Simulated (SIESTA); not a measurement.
The system is In3SbTe2.

```
CELL_PARAMETERS angstrom
4.42810 0.00000 0.00000
-2.21405 3.83484 0.00000
0.00000 0.00000 10.75645
ATOMIC_POSITIONS crystal
Te 0.66667 0.33333 0.32831
Te 0.33333 0.66667 0.67169
Sb 0.00000 0.00000 0.00000
In 0.66667 0.33333 0.84307
In 0.33333 0.66667 0.15693
In 0.00000 0.00000 0.50000
```

The cell comes from a database or a generator and needn't be the stable form of this composition.

```yaml
Program: SIESTA 5.4.2
Task: single point
Functional: PBEsol
Potentials_or_basis: PseudoDojo 0.4 standard (PBEsol files)
Basis: DZP (energy shift 0.003 Ry; two zetas on semicore shells)
Grid_cutoff: 500 Ry
Energy_shift: 0.003 Ry
k_mesh: 7 × 7 × 3
Occupations: fermi-dirac, width 0.05 eV
Spin: no spin polarisation
```

On this cell: pressure -2.3 GPa; largest force 0.195 eV/Å; band gap on the k mesh none (metal or under the smearing width).

The same run follows on a disturbed copy (atoms moved at random, drawn with an rms of 0.05 Å):

```
Te Sb In
1.0
     4.42810    0.00000    0.00000
    -2.21405    3.83484    0.00000
     0.00000    0.00000   10.75645
Te Sb In
2 1 3
Direct
  0.66000 0.33441 0.33088
  0.32480 0.64486 0.66805
  0.98651 0.99218 0.99386
  0.67160 0.35154 0.84383
  0.33404 0.66512 0.15868
  0.01530 0.00025 0.49860
```

What changes?

The energy (extrapolated to zero smearing) moves by +4.4 meV/atom; pressure -2.1 GPa; largest force 0.273 eV/Å; band gap on the k mesh none (metal or under the smearing width).

Forces on the atoms (eV/Å):
```
Te   0.098 -0.058 -0.023
Te  -0.027  0.126 -0.060
Sb   0.041  0.158  0.147
In   0.047 -0.226  0.119
In  -0.034  0.037 -0.268
In  -0.125 -0.036  0.087
```

Stress tensor (GPa, compression positive):
```
-2.63  0.04 -0.04
 0.04 -2.18  0.23
-0.04  0.23 -1.63
```

Caveats: the basis of atomic orbitals isn't converged, which shifts pressures, moduli and gaps.
